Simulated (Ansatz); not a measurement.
**H₂OSTe (SMILES OS[TeH]): one structure at several levels**

The task here is to estimate one member of a computed series from the others.

Program: Ansatz 0.2.0, Gaussian basis. Level of theory: single points in def2-TZVPP. These are calculated values, not measurements.

Cores are frozen in the correlated methods. Filled d shells of the heavier atoms are correlated. Core potentials replace the inner electrons past krypton, and spin-orbit coupling is left out.

### The starting structure

SMILES `OS[TeH]`, 5 atoms, charge 0, spin multiplicity 1.

Atoms are counted from 1 here; the program's logs count them from 0.

Bond lengths: O1–S2 1.701 Å, O1–H4 0.952 Å, S2–Te3 2.368 Å, Te3–H5 1.650 Å. Angles: S2–O1–H4 103.0°, O1–S2–Te3 105.0°, S2–Te3–H5 93.0°.

As a file:

```xyz
5

O    -0.9675   -1.1168   -0.2789
S    -0.8160    0.3494    0.5691
Te    1.2188    1.2891   -0.1941
H    -1.5634   -0.8935   -0.9868
H     2.1168    0.4593    0.9143
```

Set-up of the first run:

The input, run/in.yaml:

```yaml
crystal:
  periodic: [false, false, false]
  atoms:
    - {symbol: O, position_ang: [-0.967548, -1.116843, -0.278947]}
    - {symbol: S, position_ang: [-0.816036, 0.349417, 0.569099]}
    - {symbol: Te, position_ang: [1.218809, 1.289133, -0.194121]}
    - {symbol: H, position_ang: [-1.563436, -0.893529, -0.986773]}
    - {symbol: H, position_ang: [2.116768, 0.459252, 0.914295]}
basis:
  gaussian: {orbitals: def2-TZVPP}
hamiltonian: {xc: pbe, dispersion: d4}
output: {forces: true}
```

Command:

```bash
ansatz run in.yaml --threads 2 --pin off --events-out ev --progress --plain --max-ram 3481MiB
```

Among the steps run: PBE-D4/def2-TZVPP; r2SCAN-D4/def2-TZVPP; PBE0-D4/def2-TZVPP; wB97M-V/def2-TZVPP; CCSD(T)/def2-TZVPP.

One table of the session follows, with a row left open; its other results are not shown here.

| method | RMS force component (eV/Å) | angle to CCSD(T) forces (°) | dipole (D) |
| --- | --- | --- | --- |
| PBE-D4 | 0.444 | 36.8 | 1.38 |
| r2SCAN-D4 | ? | ? | ? |
| PBE0-D4 | 0.404 | 21.9 | 1.41 |
| wB97M-V | 0.383 | 18.0 | 1.44 |
| CCSD(T) | 0.298 | reference | 1.38 |

**Question.** Estimate the row for r2SCAN-D4.

The run gave: RMS force component (eV/Å): 0.332; angle to CCSD(T) forces (°): 16.8; dipole (D): 1.39. In the column «RMS force component (eV/Å)» it lies between CCSD(T) (0.298) and wB97M-V (0.383).
